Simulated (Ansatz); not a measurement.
# ZrNi: a single-point run

Aim: a sound single-point run of ZrNi. The structure is shown as the input types it.

Method: DFT, LDA, PAW with Ansatz's default frozen-core files, scalar-relativistic, in Ansatz 0.2.0.

## Step 1: Starting point

It takes space group Cmcm (No. 63, orthorhombic). Conventional cell: a = 3.268 Å, b = 9.937 Å, c = 4.101 Å, α = 90.00°, β = 90.00°, γ = 90.00°. Zr (site symmetry m2m) has 7 Ni at 2.68 to 2.77 Å as nearest neighbours. Ni (site symmetry m2m) is surrounded by 2 Ni at 2.62 Å and 7 Zr at 2.68 to 2.77 Å.

As a file:

```
CELL_PARAMETERS angstrom
1.63400 -4.96850 0.00000
1.63400 4.96850 0.00000
0.00000 0.00000 4.10100
ATOMIC_POSITIONS crystal
Zr 0.63910 0.36090 0.25000
Zr 0.36090 0.63910 0.75000
Ni 0.91830 0.08170 0.25000
Ni 0.08170 0.91830 0.75000
```

## Step 2: The run

Input file input.yaml:

```yaml
crystal:
  lattice:
    - [1.634, -4.9685, 0.0]
    - [1.634, 4.9685, 0.0]
    - [0.0, 0.0, 4.101]
  atoms:
    - { symbol: Zr, position: [0.6391, 0.3609, 0.25] }
    - { symbol: Zr, position: [0.3609, 0.6391, 0.75] }
    - { symbol: Ni, position: [0.9183, 0.0817, 0.25], spin: 18.5 }
    - { symbol: Ni, position: [0.0817, 0.9183, 0.75], spin: 18.5 }
magnetization:
  spin_polarized: true
  initial_magnetization: 37.0
  spin_locking: { lock_magnetization: hard }
kpoints:
  mp_grid: { grid: [8, 8, 6] }
scf:
  occupations: { method: fermi_dirac, width: 0.08 }
  max_iter: 50
  lower_state_search: "off"
hamiltonian:
  xc: lda
  pseudopotentials: { kind: paw }
output:
  forces: true
  stress: true
  eigenvalues: true
```

Command:

```bash
> ansatz run input.yaml --threads 2 --pin off --max-ram 6144MiB --backend cpu --events-out ev --progress --plain --runs-dir out
```

**Question.** How will this run end, and is anything wrong with its input?

The run converged and reported no error, with warnings (stress scf threshold loose). It gives a pressure of 232 GPa and a largest force of 6.2 eV/Å, which is large; a structure far from rest gives such values too, whatever the setting.

In the input, magnetization.initial_magnetization is 37.0. The moment asked for is too large for the electrons available or for the ground state.

What to do: set the spin of the intended state.
